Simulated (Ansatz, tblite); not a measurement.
**(4-phenylthiophenyl)diphenylsulfonium hexafluorophosphate (C₂₄H₁₉F₆PS₂): one state, many levels**

One table from this session's results is given with a row withheld; the runs are named, their logs left out.

The runs use Ansatz 0.2.0, Gaussian basis; as each input shows.

Levels to be run: GFN1-xTB, GFN2-xTB, PBE-D4/def2-SVP, r2SCAN-D4/def2-SVP, r2SCAN0-D4/def2-SVP, LC-ωPBE/def2-SVP, B3LYP-D4/def2-SVP, PBE0-D4/def2-TZVP, PBE-D4/def2-TZVP, HF/STO-3G, HF/6-31G, B3LYP-D4/6-31G, MP2/def2-SVP, RPA/def2-SVP.

## The geometry

The singlet was relaxed beforehand with PBE-D4/def2-SVP.

SMILES `F[P-](F)(F)(F)(F)F.c1ccc(Sc2ccc([S+](c3ccccc3)c3ccccc3)cc2)cc1`, 52 atoms, charge 0, spin multiplicity 1.

Bond lengths: F1–P2 1.629 Å, P2–F3 1.628 Å, P2–F4 1.684 Å, P2–F5 1.628 Å, P2–F6 1.684 Å, P2–F7 1.685 Å, C8–C9 1.404 Å, C8–C33 1.405 Å, C8–H34 1.101 Å, C9–C10 1.404 Å, C9–H35 1.101 Å, C10–C11 1.407 Å, C10–H36 1.100 Å, C11–S12 1.790 Å, C11–C32 1.409 Å, S12–C13 1.773 Å, C13–C14 1.413 Å, C13–C31 1.415 Å and more. Angles: F1–P2–F3 92.4°, F1–P2–F4 89.6°, F1–P2–F5 92.4°, F1–P2–F6 177.0°, F1–P2–F7 89.6°, F3–P2–F4 89.8°, F3–P2–F5 92.4°, F3–P2–F6 89.7°, F3–P2–F7 177.1°, F4–P2–F5 177.0°, F4–P2–F6 88.2°, F4–P2–F7 88.2°, F5–P2–F6 89.7°, F5–P2–F7 89.6°, F6–P2–F7 88.2°, C9–C8–C33 120.1°, C9–C8–H34 120.0°, C33–C8–H34 119.9° and more.

PBE0-D4/def2-SVP was run before; its log isn't repeated, and its numbers join the tables.

Set-up of the first run:

Tight binding, by tblite at 300 K electronic temperature and without a spin-polarisation term:

```python
tblite.interface.Calculator('GFN1-xTB', numbers, positions, charge=0, uhf=0).singlepoint()
```

Tight binding, by tblite at 300 K electronic temperature and without a spin-polarisation term:

```python
tblite.interface.Calculator('GFN2-xTB', numbers, positions, charge=0, uhf=0).singlepoint()
```

start.molden holds the orbitals of an earlier run on this state, given as this run's starting guess.

in.yaml reads:

```yaml
crystal:
  periodic: [false, false, false]
  atoms:
    - {symbol: F, position_ang: [2.151445, 5.176807, -1.292077]}
    - {symbol: P, position_ang: [3.031291, 3.807961, -1.221883]}
    - {symbol: F, position_ang: [3.862142, 4.191914, -2.568260]}
    - {symbol: F, position_ang: [1.874014, 3.030275, -2.165873]}
    - {symbol: F, position_ang: [4.147705, 4.494994, -0.256114]}
    - {symbol: F, position_ang: [3.865666, 2.347748, -1.134317]}
    - {symbol: F, position_ang: [2.162049, 3.332000, 0.141381]}
    - {symbol: C, position_ang: [-6.020220, -2.389272, 2.647504]}
    - {symbol: C, position_ang: [-5.685951, -1.283701, 3.445489]}
    - {symbol: C, position_ang: [-5.196103, -0.109099, 2.852766]}
    - {symbol: C, position_ang: [-5.046031, -0.044650, 1.454821]}
    - {symbol: S, position_ang: [-4.481794, 1.473686, 0.693343]}
    - {symbol: C, position_ang: [-2.770395, 1.141324, 0.369822]}
    - {symbol: C, position_ang: [-2.090580, -0.006947, 0.833686]}
    - {symbol: C, position_ang: [-0.734098, -0.183836, 0.542202]}
    - {symbol: C, position_ang: [-0.062324, 0.786910, -0.218145]}
    - {symbol: S, position_ang: [1.665396, 0.718024, -0.649822]}
    - {symbol: C, position_ang: [1.782601, -0.385305, -2.058449]}
    - {symbol: C, position_ang: [2.856082, -0.085136, -2.916126]}
    - {symbol: C, position_ang: [3.029807, -0.875208, -4.061549]}
    - {symbol: C, position_ang: [2.137332, -1.922201, -4.343500]}
    - {symbol: C, position_ang: [1.055576, -2.185606, -3.486319]}
    - {symbol: C, position_ang: [0.865283, -1.411415, -2.332297]}
    - {symbol: C, position_ang: [2.459286, -0.160670, 0.695993]}
    - {symbol: C, position_ang: [3.073990, 0.687265, 1.634721]}
    - {symbol: C, position_ang: [3.740782, 0.100832, 2.719947]}
    - {symbol: C, position_ang: [3.801911, -1.296646, 2.844593]}
    - {symbol: C, position_ang: [3.202570, -2.124051, 1.880061]}
    - {symbol: C, position_ang: [2.526066, -1.559543, 0.788712]}
    - {symbol: C, position_ang: [-0.713321, 1.955206, -0.662179]}
    - {symbol: C, position_ang: [-2.068720, 2.120317, -0.372349]}
    - {symbol: C, position_ang: [-5.391298, -1.149112, 0.651053]}
    - {symbol: C, position_ang: [-5.871086, -2.321756, 1.251989]}
    - {symbol: H, position_ang: [-6.404827, -3.308531, 3.115006]}
    - {symbol: H, position_ang: [-5.806072, -1.333477, 4.538630]}
    - {symbol: H, position_ang: [-4.926634, 0.763020, 3.467131]}
    - {symbol: H, position_ang: [-2.622298, -0.759178, 1.432905]}
    - {symbol: H, position_ang: [-0.200353, -1.064245, 0.929784]}
    - {symbol: H, position_ang: [3.517314, 0.764546, -2.682233]}
    - {symbol: H, position_ang: [3.861852, -0.655997, -4.747173]}
    - {symbol: H, position_ang: [2.276266, -2.531456, -5.249400]}
    - {symbol: H, position_ang: [0.347501, -2.994632, -3.720983]}
    - {symbol: H, position_ang: [0.006034, -1.589553, -1.669345]}
    - {symbol: H, position_ang: [3.033999, 1.778472, 1.489293]}
    - {symbol: H, position_ang: [4.231023, 0.745972, 3.464167]}
    - {symbol: H, position_ang: [4.336189, -1.748111, 3.694210]}
    - {symbol: H, position_ang: [3.268859, -3.218658, 1.971026]}
    - {symbol: H, position_ang: [2.078502, -2.197509, 0.012636]}
    - {symbol: H, position_ang: [-0.144748, 2.716707, -1.219039]}
    - {symbol: H, position_ang: [-2.589871, 3.026058, -0.718163]}
    - {symbol: H, position_ang: [-5.281593, -1.079213, -0.441637]}
    - {symbol: H, position_ang: [-6.140215, -3.185314, 0.624352]}
basis:
  gaussian: {orbitals: def2-SVP, fitting: {mean_field: def2-universal-jkfit}, initial_orbitals: start.molden}
hamiltonian: {xc: pbe, dispersion: d4}
scf: {omitted_lower_state_checks: [starts]}
output: {orbitals: {seedname: orbitals}}
```

Launch:

```
ansatz run in.yaml --threads 2 --pin off --events-out ev --progress --plain --max-ram 32768MiB --backend cuda --devices 0, --max-vram 18GiB
```

Steps of the session up to this table: PBE-D4/def2-SVP; r2SCAN-D4/def2-SVP; r2SCAN0-D4/def2-SVP; LC-ωPBE/def2-SVP; B3LYP-D4/def2-SVP; PBE0-D4/def2-TZVP; PBE-D4/def2-TZVP; HF/STO-3G; HF/6-31G; B3LYP-D4/6-31G; MP2/def2-SVP; RPA/def2-SVP.

One table of the session follows, with a row left open; its other results are not shown here.

It belongs to the step «Binding energy». 

```
              level  binding an atom (eV)
          HF/STO-3G                 3.818
           HF/6-31G                 3.216
        HF/def2-SVP                 3.612
    PBE-D4/def2-SVP                 5.209
   PBE-D4/def2-TZVP                 5.147
 r2SCAN-D4/def2-SVP                 5.030
     B3LYP-D4/6-31G                 4.700
  B3LYP-D4/def2-SVP                 4.993
   PBE0-D4/def2-SVP                 5.076
  PBE0-D4/def2-TZVP                     ?
r2SCAN0-D4/def2-SVP                 4.932
   LC-ωPBE/def2-SVP                 4.986
       MP2/def2-SVP                 4.866
```

**Question.** Estimate the row for PBE0-D4/def2-TZVP.

The run gave: binding an atom (eV): 5.017. In the column «binding an atom (eV)» it lies between B3LYP-D4/def2-SVP (4.993) and r2SCAN-D4/def2-SVP (5.030).

To keep in mind: Free atoms were run apart at each level; binding is atoms less cluster, divided by the number of atoms, without zero-point or spin-orbit terms.
